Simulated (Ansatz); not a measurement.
Crystal: Hf2Pd2Se2Br2O3.

```
Hf Pd Se Br O
1.0
     3.72613    0.00000    0.00000
    -1.86306    3.22692    0.00000
     0.00000    0.00000   17.00867
Hf Pd Se Br O
2 2 2 2 3
Direct
  0.66667 0.33333 0.93385
  0.33333 0.66667 0.06615
  0.00000 0.00000 0.30298
  0.00000 0.00000 0.69702
  0.33333 0.66667 0.22649
  0.66667 0.33333 0.77351
  0.66667 0.33333 0.39862
  0.33333 0.66667 0.60138
  0.33333 0.66667 0.92689
  0.66667 0.33333 0.07311
  0.00000 0.00000 0.00000
```

The cell was built by a generator and needn't be a form met in nature.

- Program: Ansatz 0.2.0
- Task: relaxation of cell and atoms
- Functional: PBEsol
- Dispersion: D3(BJ)
- Potentials or basis: Ansatz PAW
- Cutoff: 420 eV (not typed: the program's choice for these potentials)
- k mesh: 6 × 6 × 2
- Occupations: fermi-dirac, width 0.05 eV
- Spin: no spin polarisation

At the start: volume 18.59 Å³/atom.

Where does the relaxation end?

It ends after 11 steps and the volume is 16.51 Å³/atom (-11.2 %); space group P-3m1 (No. 164, to 0.05 Å).

The path:
```csv
step,energy change (eV),largest force (eV/Å),volume (Å³)
1,0.0000,0.3586,204.51
2,-0.2774,0.5468,184.39
3,-0.4667,0.1174,185.20
4,-0.4906,0.2046,179.51
5,-0.5015,0.0564,182.72
6,-0.5038,0.0566,182.23
7,-0.5049,0.0121,181.94
8,-0.5049,0.0006,181.95
9,-0.4863,0.0015,181.95
10,-0.4870,0.0049,181.59
11,-0.4864,0.0046,181.59
```

Final structure:
```cif
data_structure
_symmetry_space_group_name_H-M 'P 1'
_symmetry_Int_Tables_number 1
_cell_length_a 3.6464
_cell_length_b 3.6464
_cell_length_c 15.7701
_cell_angle_alpha 90.000
_cell_angle_beta 90.000
_cell_angle_gamma 120.000
_cell_volume 181.59
loop_
_atom_site_label
_atom_site_type_symbol
_atom_site_fract_x
_atom_site_fract_y
_atom_site_fract_z
_atom_site_occupancy
Hf1 Hf 0.66667 0.33333 0.92950 1
Hf2 Hf 0.33333 0.66667 0.07050 1
Pd1 Pd 0.00000 0.00000 0.32000 1
Pd2 Pd 0.00000 0.00000 0.68000 1
Se1 Se 0.33333 0.66667 0.23857 1
Se2 Se 0.66667 0.33333 0.76143 1
Br1 Br 0.66667 0.33333 0.41993 1
Br2 Br 0.33333 0.66667 0.58007 1
O1 O 0.33333 0.66667 0.92037 1
O2 O 0.66667 0.33333 0.07963 1
O3 O 0.00000 0.00000 0.00000 1
```

Caveat: the plane-wave basis is chosen anew once the cell has moved, so the energies of steps on either side of that aren't comparable; the PAW data sets come from PBE, with cores solved anew for the run's functional, which leaves a small shift of forces and pressure.
